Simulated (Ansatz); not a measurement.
# BrGeH5O: the cost of one run

Method: RKS B3LYP-D4/def2-SVP, in Ansatz 0.2.0.

### 1 The starting structure

Bond lengths: Ge1–O2 2.173 Å, Ge1–H3 1.498 Å, Ge1–H4 1.525 Å, Ge1–H5 1.502 Å, Ge1–Br7 2.807 Å, O2–H8 0.958 Å. Angles: Ge1–O2–H8 117.5°, O2–Ge1–H3 113.0°, O2–Ge1–H4 85.2°, O2–Ge1–H5 111.6°, O2–Ge1–Br7 72.2°, H3–Ge1–H4 107.3°, H3–Ge1–H5 124.7°, H3–Ge1–Br7 81.9°, H4–Ge1–H5 107.3°, H4–Ge1–Br7 157.4°, H5–Ge1–Br7 82.3°.

As a file:

```xyz
8

Ge   -0.4644   -0.0752   -0.8124
O    -0.0780   -0.3909    1.3028
H     0.1844   -1.1043   -1.6871
H    -1.8717   -0.5700   -0.4970
H    -0.5680    1.3865   -1.1432
H     1.1348   -0.0248    1.2281
Br    2.2112    0.6154   -0.3176
H    -0.5484    0.1632    1.9265
```

### 2 A restrained relaxation towards end A

Springs on the bonds that form and break draw the guess towards this end; the thresholds are loose.

File input.yaml:

```yaml
crystal:
  periodic: [false, false, false]
  atoms:
    - { symbol: Ge, position_ang: [-0.4644, -0.0752, -0.8124] }
    - { symbol: O, position_ang: [-0.078, -0.3909, 1.3028] }
    - { symbol: H, position_ang: [0.1844, -1.1043, -1.6871] }
    - { symbol: H, position_ang: [-1.8717, -0.57, -0.497] }
    - { symbol: H, position_ang: [-0.568, 1.3865, -1.1432] }
    - { symbol: H, position_ang: [1.1348, -0.0248, 1.2281] }
    - { symbol: Br, position_ang: [2.2112, 0.6154, -0.3176] }
    - { symbol: H, position_ang: [-0.5484, 0.1632, 1.9265] }
basis:
  gaussian: { orbitals: def2-SVP }
hamiltonian:
  xc: b3lyp
  dispersion: d4
relax:
  f_tol: 0.15
  max_steps: 25
  restrain:
    - { distance: [0, 6], at: 3.7, k: 30.0 }
    - { distance: [5, 1], at: 2.27, k: 30.0 }
    - { distance: [0, 1], at: 1.86, k: 30.0 }
    - { distance: [5, 6], at: 1.51, k: 30.0 }
output:
  orbitals: {}
```

Command:

```bash
$ ansatz run input.yaml --threads 2 --pin off --max-ram 3072MiB --backend cpu --events-out ev --progress --plain --runs-dir out
```

**Question.** How long does this run take on 2 threads of AMD EPYC 7R13 (Zen 3), shared host, and how much memory does it need?

About 35 s, with a peak of 0.27 GiB.
